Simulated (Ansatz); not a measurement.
# BaSbH5: the cost of one run

Computed with Ansatz 0.2.0 (DFT PBE, scalar-relativistic, plane waves, PAW, unless a step's input says otherwise).

## Step 1: The system as given

The structure is tetragonal, space group P4/mmm (No. 123). Conventional cell: a = 3.763 Å, b = 3.763 Å, c = 6.633 Å, α = 90.00°, β = 90.00°, γ = 90.00°. Around Ba (site symmetry 4/mmm) lie 12 H at 2.66 to 2.67 Å. Around Sb (site symmetry 4/mmm) lie 8 H at 2.36 Å. H (site symmetry 2mm) is surrounded by 2 Sb at 2.36 Å and 2 Ba at 2.67 Å. H (site symmetry 4/mmm) has 4 Ba at 2.66 Å and 8 H at 2.67 Å as nearest neighbours.

Structure file:

```xyz
7
Lattice="3.7628 0.0000 0.0000 0.0000 3.7628 0.0000 0.0000 0.0000 6.6334" Properties=species:S:1:pos:R:3 pbc="T T T"
Ba    1.8814    1.8814    0.0000
Sb    0.0000    0.0000    3.3167
H     0.0000    1.8814    1.8955
H     0.0000    1.8814    4.7379
H     1.8814    0.0000    1.8955
H     1.8814    0.0000    4.7379
H     0.0000    0.0000    0.0000
```

Recipe of the guess: species swapped into a database cell of InAsPt5 (P4/mmm, No. 123), with Ba on the In sites, Sb on the As sites and H on the Pt sites. Its size is a rough estimate.

## Step 2: The guess as it stands, on a coarse mesh

File input.yaml:

```yaml
crystal:
  lattice:
    - [3.76281234, 0.0, 0.0]
    - [0.0, 3.76281234, 0.0]
    - [0.0, 0.0, 6.63335839]
  atoms:
    - { symbol: Ba, position: [0.5, 0.5, 0.0] }
    - { symbol: Sb, position: [0.0, 0.0, 0.5] }
    - { symbol: H, position: [0.0, 0.5, 0.28575221] }
    - { symbol: H, position: [0.0, 0.5, 0.71424779] }
    - { symbol: H, position: [0.5, 0.0, 0.28575221] }
    - { symbol: H, position: [0.5, 0.0, 0.71424779] }
    - { symbol: H, position: [0.0, 0.0, 0.0] }
basis:
  ecutwfc: 420
kpoints:
  mp_grid: { grid: [4, 4, 4] }
hamiltonian:
  xc: pbe
scf:
  occupations: { method: gaussian, width: 0.1 }
  lower_state_search: "off"
output:
  forces: true
  stress: true
  eigenvalues: true
```

Started as:

```
> ansatz run input.yaml --threads 1 --pin off --max-ram 2048MiB --backend cpu --events-out ev --progress --plain --runs-dir out
```

Q: Estimate wall time and peak memory on 1 thread of Arm Neoverse N1, shared host.

About 4.4 s, with a peak of 0.35 GiB.
